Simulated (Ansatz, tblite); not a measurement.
# GeCl3(OiPr) (C₃H₇Cl₃GeO): charged states by level of theory

What does removing an electron cost or gain for GeCl3(OiPr) (C₃H₇Cl₃GeO)? Each charged state is run at several levels.

Method: as each input shows; program: Ansatz 0.2.0, Gaussian basis.

The runs, in order: charge +1 doublet, at the geometry of the singlet (PBE0-D4/def2-TZVP, PBE-D4/def2-TZVP, B3LYP-D4/def2-TZVP); the starting singlet's energies come from earlier runs.

2 further runs of the same task are left out: 2 set aside as unsound or not needed. Runs told in other sessions of the task aren't counted.

### Step 1. The structure

The geometry is that of the singlet, from an earlier relaxation (r2SCAN-D4/def2-SVP).

15 atoms, charge 0, spin multiplicity 1.

Atoms are counted from 1 here; the program's logs count them from 0.

Bond lengths: Ge1–Cl2 2.128 Å, Ge1–Cl3 2.143 Å, Ge1–Cl4 2.146 Å, Ge1–O5 1.746 Å, O5–C6 1.447 Å, C6–C7 1.516 Å, C6–C8 1.519 Å, C6–H9 1.107 Å, C7–H10 1.101 Å, C7–H11 1.101 Å, C7–H12 1.100 Å, C8–H13 1.102 Å, C8–H14 1.102 Å, C8–H15 1.101 Å. Angles: Cl2–Ge1–Cl3 108.7°, Cl2–Ge1–Cl4 110.5°, Cl2–Ge1–O5 106.8°, Cl3–Ge1–Cl4 108.1°, Cl3–Ge1–O5 112.1°, Cl4–Ge1–O5 110.6°, Ge1–O5–C6 123.2°, O5–C6–C7 105.7°, O5–C6–C8 110.9°, O5–C6–H9 108.2°, C7–C6–C8 113.2°, C7–C6–H9 109.4°, C8–C6–H9 109.4°, C6–C7–H10 110.2°, C6–C7–H11 110.3°, C6–C7–H12 110.5°, H10–C7–H11 108.7°, H10–C7–H12 108.4° and more.

### Step 2. Charge +1 doublet at the fixed geometry, PBE0-D4/def2-TZVP

Contents of in.yaml:

```yaml
crystal:
  periodic: [false, false, false]
  atoms:
    - {symbol: Ge, position_ang: [1.119852, 1.105418, 1.628701]}
    - {symbol: Cl, position_ang: [1.055389, 0.972752, 3.752049]}
    - {symbol: Cl, position_ang: [3.153235, 0.889517, 0.988775]}
    - {symbol: Cl, position_ang: [0.415148, 3.023195, 0.972985]}
    - {symbol: O, position_ang: [0.097530, -0.168177, 1.011773]}
    - {symbol: C, position_ang: [-0.557994, -0.104348, -0.277050]}
    - {symbol: C, position_ang: [-1.512857, -1.281801, -0.309797]}
    - {symbol: C, position_ang: [0.460968, -0.128794, -1.403903]}
    - {symbol: H, position_ang: [-1.135757, 0.838731, -0.325018]}
    - {symbol: H, position_ang: [-0.952494, -2.227657, -0.246957]}
    - {symbol: H, position_ang: [-2.093614, -1.276823, -1.244880]}
    - {symbol: H, position_ang: [-2.210631, -1.234901, 0.538709]}
    - {symbol: H, position_ang: [1.112782, 0.759068, -1.378116]}
    - {symbol: H, position_ang: [1.095409, -1.025991, -1.326516]}
    - {symbol: H, position_ang: [-0.046957, -0.140190, -2.380765]}
basis:
  gaussian: {orbitals: def2-TZVP}
total_charge: 1
magnetization: {spin_polarized: true, initial_magnetization: 1}
hamiltonian: {xc: pbe0, dispersion: d4}
scf: {omitted_lower_state_checks: [starts]}
output: {orbitals: {seedname: orbitals}}
```

The run is started by

```console
> ansatz run in.yaml --threads 4 --pin off --events-out ev --progress --plain --max-ram 4787MiB
```

What it wrote:

```text
Functional definition: PBE0
  name "PBE0"
  cite "Adamo & Barone, J. Chem. Phys. 110, 6158 (1999) doi:10.1063/1.478522"
  cite "Perdew, Burke & Ernzerhof, Phys. Rev. Lett. 77, 3865 (1996) doi:10.1103/PhysRevLett.77.3865"
  parent pbe
  parameter a = 0.25
  parameter kappa = 0.804
  parameter beta = 0.06672455060314922
  exchange = (1 - a)*pbe_x(kappa = kappa, mu = beta*pi^2/3) + a*exact_x
  correlation = pbe_c(beta = beta)
these checks for a lower state are left out or cut short: starts
2204 factors; their error is unknown
the host lacks memory for fits, so the integrals are decomposed
2123 factors; integrals over basis functions are off by at most 1.1e-3 eV
mean field evaluation 1: about -99312.3768 eV, gradient 6.3e1 eV
mean field evaluation 2: about -99182.8642 eV, gradient 1.6e2 eV
mean field evaluation 4: about -99325.7064 eV, gradient 3.2e1 eV
mean field evaluation 8: about -99330.0640 eV, gradient 1.6e0 eV
mean field evaluation 16: about -99330.2067 eV, gradient 7.9e-2 eV
mean field evaluation 32: about -99330.2074 eV, gradient 5.8e-4 eV
mean field -99330.20736043 eV, -3650.3177920631 hartree, gradient 2.3e-5 eV, S^2 0.756126; 0 other end points of the search recorded, 0 dependent functions left out
reference -99330.20739706 eV, -3650.3177934091 hartree; 58, 57 occupied and 267, 268 virtual orbitals, 2123 factors
Total energy: -99330.61661348 eV, -3650.3328318353 hartree
Checks for a lower state left out: starts
```

It took 69 s on 4 threads of Intel Xeon at 2.50GHz, shared host; peak memory 1.7 GiB.

Report: HOMO -13.64 eV, LUMO -12.19 eV (over both spins); ⟨S²⟩ 0.756 (pure: 0.75).

### Step 3. Charge +1 doublet at the fixed geometry, PBE-D4/def2-TZVP

start.molden holds the orbitals of an earlier run on this state, given as this run's starting guess.

Changes to in.yaml since step 2:

```diff
@@ -19,6 +19,6 @@
 basis:
-  gaussian: {orbitals: def2-TZVP}
+  gaussian: {orbitals: def2-TZVP, initial_orbitals: start.molden}
 total_charge: 1
 magnetization: {spin_polarized: true, initial_magnetization: 1}
-hamiltonian: {xc: pbe0, dispersion: d4}
+hamiltonian: {xc: pbe, dispersion: d4}
 scf: {omitted_lower_state_checks: [starts]}
```

Launched as before.

What it wrote:

```text
Functional definition: PBE
  name "PBE"
  cite "Perdew, Burke & Ernzerhof, Phys. Rev. Lett. 77, 3865 (1996) doi:10.1103/PhysRevLett.77.3865"
  parent pbe
  parameter kappa = 0.804
  parameter beta = 0.06672455060314922
  exchange = pbe_x(kappa = kappa, mu = beta*pi^2/3)
  correlation = pbe_c(beta = beta)
these checks for a lower state are left out or cut short: starts
2125 factors; their error is unknown
mean field evaluation 1: about -99325.4223 eV, gradient 1.3e1 eV
mean field evaluation 2: about -99325.7333 eV, gradient 6.6e-1 eV
mean field evaluation 4: about -99325.7709 eV, gradient 6.8e-1 eV
mean field evaluation 8: about -99325.7261 eV, gradient 3.5e-3 eV
mean field evaluation 16: about -99325.7261 eV, gradient 1.6e-4 eV
mean field -99325.72608862 eV, -3650.1531083616 hartree, gradient 1.5e-6 eV, S^2 0.751625; 0 other end points of the search recorded, 0 dependent functions left out
reference -99325.72613710 eV, -3650.1531101433 hartree; 58, 57 occupied and 267, 268 virtual orbitals, 2125 factors
Total energy: -99326.19784508 eV, -3650.1704450917 hartree
Checks for a lower state left out: starts
```

Wall time 33 s (4 threads of Intel Xeon at 2.50GHz, shared host); peak memory 0.81 GiB.

HOMO -12.44 eV, LUMO -12.42 eV (over both spins); ⟨S²⟩ 0.752 (pure: 0.75).

### Step 4. Charge +1 doublet at the fixed geometry, B3LYP-D4/def2-TZVP

Changes to in.yaml since step 3:

```diff
@@ -22,3 +22,3 @@
 magnetization: {spin_polarized: true, initial_magnetization: 1}
-hamiltonian: {xc: pbe, dispersion: d4}
+hamiltonian: {xc: {name: B3LYP}, dispersion: d4}
 scf: {omitted_lower_state_checks: [starts]}
```

The command is unchanged.

What it wrote (excerpt; [...] marks lines left out):

```text
Functional definition: B3LYP
  name "B3LYP"
  cite "Stephens, Devlin, Chabalowski & Frisch, J. Phys. Chem. 98, 11623 (1994) doi:10.1021/j100096a001"
  cite "Becke, Phys. Rev. A 38, 3098 (1988) doi:10.1103/PhysRevA.38.3098"
  cite "Lee, Yang & Parr, Phys. Rev. B 37, 785 (1988) doi:10.1103/PhysRevB.37.785"
  cite "Vosko, Wilk & Nusair, Can. J. Phys. 58, 1200 (1980) doi:10.1139/p80-159"
[...]
2177 factors; their error is unknown
the host lacks memory for fits, so the integrals are decomposed
2123 factors; integrals over basis functions are off by at most 1.1e-3 eV
[...]
mean field -99358.19879376 eV, -3651.3464582648 hartree, gradient 6.4e-6 eV, S^2 0.755113; 0 other end points of the search recorded, 0 dependent functions left out
reference -99358.19913827 eV, -3651.3464709253 hartree; 58, 57 occupied and 267, 268 virtual orbitals, 2123 factors
Total energy: -99358.95726075 eV, -3651.3743314126 hartree
Checks for a lower state left out: starts
```

It took 52 s on 4 threads of Intel Xeon at 2.50GHz, shared host; peak memory 1.7 GiB.

Report: HOMO -13.42 eV, LUMO -12.34 eV (over both spins); ⟨S²⟩ 0.755 (pure: 0.75).

### Step 5. Vertical ionisation energy

Charged state less starting state, singlet to doublet; the starting state's energies are those of its earlier runs.

```csv
level,vertical ionisation energy (eV),time
PBE-D4/def2-TZVP,+9.92,42 s
B3LYP-D4/def2-TZVP,+10.46,86 s
PBE0-D4/def2-TZVP,+10.48,91 s
```

Times add the two runs; a level without a time comes out of a correlated run.

Beside −ε(HOMO) of the starting state:

```csv
level,−ε(HOMO) (eV),by difference (eV),mismatch (eV)
PBE-D4/def2-TZVP,7.15,9.92,-2.77
B3LYP-D4/def2-TZVP,8.46,10.46,-2.00
PBE0-D4/def2-TZVP,8.71,10.48,-1.77
```

### Step 6. Outcome

| quantity | value |
| --- | --- |
| vertical ionisation energy, functionals in def2-TZVP | 9.92 (PBE-D4) to 10.48 eV (PBE0-D4) |

The vertical ionisation energy spans 9.92 to 10.48 eV over the functionals. −ε(HOMO) misses the level's own difference by -1.77 eV at best (PBE0-D4) and -2.77 eV at worst (PBE-D4).
